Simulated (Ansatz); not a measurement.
**TcB (P6_3/mmc): relaxation of cell and ions in Python**

What cell does TcB (P6_3/mmc) relax to? Aim: a relaxation of cell and ions, for TcB (P6_3/mmc), run from a script.

All numbers are computed with the Python package of Ansatz 0.2.0. Level of theory: DFT PBEsol, plane waves, PAW.

**1. The structure**

It takes space group P6_3/mmc (No. 194, hexagonal). Conventional cell: a = 2.875 Å, b = 2.875 Å, c = 5.946 Å, α = 90.00°, β = 90.00°, γ = 120.00°. Around Tc (site symmetry -3m) lie 6 B at 2.23 Å. Around B (site symmetry -6m2) lie 6 Tc at 2.23 Å.

The script holds or builds the structure itself.

**2. Script**

The input, vcrelax_tcb.py:

```python
"""Relax cell and ions of TcB."""

from pathlib import Path
import json
import warnings

import ansatz as az
from ase import Atoms
from ase.io.cube import read_cube_data
from ase.neighborlist import neighbor_list
from ase.units import Bohr
import matplotlib.pyplot as plt
import numpy as np

def edges_and_angles(cell):
    cell = np.asarray(cell)
    a, b, c = np.linalg.norm(cell, axis=1)
    cosines = cell[1] @ cell[2] / (b * c), cell[0] @ cell[2] / (a * c), cell[0] @ cell[1] / (a * b)
    return (a, b, c, *np.degrees(np.arccos(cosines)))

warnings.simplefilter("ignore", az.DeckWarning)

crystal = (
    az.Lattice.of((2.87543, 0.0, 0.0), (-1.43772, 2.4902, 0.0), (0.0, 0.0, 5.94586))
    .atom("Tc", (0.0, 0.0, 0.0))
    .atom("Tc", (0.0, 0.0, 0.5))
    .atom("B", (2 / 3, 1 / 3, 0.75))
    .atom("B", (1 / 3, 2 / 3, 0.25))
)

# part of the cell is held
setup = (
    crystal.calculation()
    .basis(650)
    .kpoints(spacing=0.32)
    .functional("pbesol")
    .occupations("fermi_dirac", width=50 * az.meV)
    .relax(max_steps=60, fix_cell=["a", "angles"], stress_tolerance=0.05)
    .band_table()
    .density()
    .output_files(volumetric_format="cube")
)
done = setup.run(threads=1, backend="cpu", events_out="events.ndjson")
with open("events.ndjson") as stream:
    events = [json.loads(line) for line in stream]
steps = [e["data"] for e in events if e["event"] == "relax_step"]
summary = done.report
for s in steps:
    flag = "" if s["accepted"] else "  (rejected)"
    print("step %2d  E = %.5f eV  largest force component = %.4f eV/A%s" % (s["step"], s["lagrangian_ev"], s["allowed_force_max_ev_ang"], flag))

first, last = steps[0], steps[-1]
symbols = [site.symbol for site in done.lattice.sites]
print(f"energy gained {first['lagrangian_ev'] - last['lagrangian_ev']:.4f} eV in {len(steps) - 1} steps")
for label, vectors in (("before", first["cell_ang"]), ("after", done.lattice.cell_ang)):
    print(label, "a b c (A) {:.4f} {:.4f} {:.4f}  angles {:.2f} {:.2f} {:.2f}".format(*edges_and_angles(vectors)), f" V = {abs(np.linalg.det(vectors)):.3f} A^3")
print("final stress xx yy zz (GPa, compression positive):", np.round(np.diag(summary["stress_gpa"]), 3) + 0.0)

fig, (top, bottom) = plt.subplots(2, 1, sharex=True, figsize=(4.5, 4))
top.plot([s["lagrangian_ev"] - last["lagrangian_ev"] for s in steps], "o-")
top.set_ylabel("E - E(final) (eV)")
bottom.semilogy([max(s["allowed_force_max_ev_ang"], 1e-6) for s in steps], "s-")
bottom.set(xlabel="step", ylabel="largest force (eV/A)")
fig.tight_layout()
fig.savefig("relax.png", dpi=100)

print("atom   start x y z (A)              end x y z (A)")
for symbol, a, b in zip(symbols, first["positions_ang"], last["positions_ang"]):
    print(f"{symbol:3s}", " ".join(f"{v:8.4f}" for v in a), "  ", " ".join(f"{v:8.4f}" for v in b))

print("relaxed fractional positions")
for site in done.lattice.sites:
    print(f"  {site.symbol:2s}", " ".join(f"{v % 1:8.5f}" for v in np.round(site.position_frac, 5)))

final = Atoms(symbols, positions=last["positions_ang"], cell=done.lattice.cell_ang, pbc=True)
i, j, d = neighbor_list("ijd", final, 4.5)
print("neighbours within 1.15 times the shortest distance of each atom (A)")
for atom in range(len(final)):
    near = [m for m in np.argsort(d) if i[m] == atom]
    shell = [m for m in near if d[m] < 1.15 * d[near[0]]]
    print(f"{symbols[atom]}{atom} ({len(shell)}):", ", ".join(f"{symbols[j[m]]} {d[m]:.3f}" for m in shell))

print("%-22s %14.5f eV" % ("F = E - TS", summary["free_energy_ev"]))
print("%-22s %14.5f eV" % ("E", summary["internal_energy_ev"]))
print("%-22s %14.5f eV" % ("Harris-Foulkes", summary["harris_foulkes_ev"]))
print("%-22s %14.5f eV" % ("Fermi level", summary["fermi_energy_ev"]))

gap = None if "band_edges_ev" not in summary else summary["band_edges_ev"][1] - summary["band_edges_ev"][0]
print("gap on the k mesh:", "withheld (metal, or smearing too wide to tell)" if gap is None else f"{gap:.3f} eV")
print("lowest empty less highest filled band, by band count:", round(summary["gap_by_band_count_ev"], 3), "eV")

# cube files hold the density in electrons per cubic bohr
folder = Path(done.write_results("cubes"))
print("\n".join((folder / "rho.cube").read_text().splitlines()[: 6 + 4]))
values, cube_atoms = read_cube_data(str(folder / "rho.cube"))
print("electrons from the file:", round(values.mean() * cube_atoms.get_volume() / Bohr ** 3, 3))
```

**3. The input behind the calls**

The engine receives this input:

```yaml
crystal:
  lattice:
    - [2.87543, 0.0, 0.0]
    - [-1.43772, 2.4902, 0.0]
    - [0.0, 0.0, 5.94586]
  atoms:
    - { symbol: Tc, position: [0.0, 0.0, 0.0] }
    - { symbol: Tc, position: [0.0, 0.0, 0.5] }
    - { symbol: B, position: [0.6666666666666666, 0.3333333333333333, 0.75] }
    - { symbol: B, position: [0.3333333333333333, 0.6666666666666666, 0.25] }
basis:
  ecutwfc: 650.0
kpoints:
  mp_grid:
    kspacing: 0.32
hamiltonian:
  xc: pbesol
scf:
  occupations:
    method: fermi_dirac
    width: 0.05
relax:
  max_steps: 60
  cell:
    stress_tol: 0.05
    fix: [a, angles]
output:
  write_density: true
  volumetric_format: cube
  eigenvalues: true
```

**4. Launch**

Command:

```console
> python vcrelax_tcb.py
```

Without the output at hand: what should come out? Wanted: free energy; moves of the relaxation; energy gained; last largest force component; relaxed conventional cell; space group at the end.

As calculated:

```
                                         quantity                                                                       value
                                      free energy                                         -10981.7115 eV (-2745.4279 eV/atom)
                          moves of the relaxation                                                                           3
energy gained (ahead of the last change of basis)                                                                6.6 meV/atom
                     last largest force component                                                                 0.0003 eV/Å
                        relaxed conventional cell  a = 2.839 Å, b = 5.888 Å, c = 2.857 Å, α = 90.00°, β = 119.37°, γ = 90.00°
                           space group at the end                                                                        Cmcm
```

**Reading.** The volume shrank by 2.2 % over 3 moves, and within 0.02 Å the space group became Cmcm. Held cell parameters can themselves lower the symmetry. Caveats:
- No spin polarisation was allowed.
- Forces vanish by symmetry, so the ions can't move, and the end may be a saddle.
- Part of the cell is held or a pressure is applied, so the end point needn't be the zero-pressure lattice.
- For a metal this k-point mesh is coarse: on a finer one energies can move by several to tens of meV an atom and pressures by half a GPa or more, differences at one mesh by less.
- An absolute Fermi energy rests on an arbitrary zero of the periodic potential and has no direct meaning.
- Energies along a relaxation are free energies. Rows at an unchanged volume are solved on a plane-wave basis chosen afresh for that cell, so the energy jumps there and such rows are no steps of the walk.
- The cell relaxed to the group Cmcm; tensors and edges are in the axes of the typed cell.
- The fields are valence quantities on the plane-wave grid; their values near the nuclei depend on the potentials.
- This cell is a computed structure, which may not be the phase found in nature.
